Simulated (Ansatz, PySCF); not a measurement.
Pb2(OH)4 in two programs

Pb2(OH)4 (singlet; a saddle point, relaxed within its symmetry), relaxed with PySCF 2.14.0, RKS PBE0, Pb def2-SVP with ECP60, O def2-SVP, H def2-SVP; non-relativistic Hamiltonian with scalar-relativistic core potentials where named; density fitting; no spin-orbit coupling:

```xyz
10

Pb    0.0252   -0.6296    1.8526
Pb    0.0252   -0.6296   -1.8526
O     0.9306   -1.6399    0.0000
H     1.8916   -1.5267    0.0000
O    -0.8513    0.3972    0.0000
H    -1.5050    1.1055    0.0000
O     1.6901    0.6619    2.0561
H     1.9245    1.1349    1.2491
O     1.6901    0.6619   -2.0561
H     1.9245    1.1349   -1.2491
```

There the HOMO–LUMO gap is 5.95 eV. 

The same geometry by Ansatz 0.2.0 (PBE, PAW, a periodic box with 9 Å of vacuum):

```json
{"spin-orbit coupling": "without", "gap (eV)": "3.92", "largest force component (eV/Å)": "0.38"}
```

Q: What does the run with spin-orbit coupling give?

A: gap (eV): 3.79, largest force component (eV/Å): 0.41. It took 36 s on 2 threads of Arm Neoverse V1 (shared host), peak memory 2.6 GiB.

The spin-orbit runs use fully relativistic datasets of their own, so changes of a few hundredths of an eV needn't come from the coupling.

The two programs differ in functional, so their gaps don't test each other.
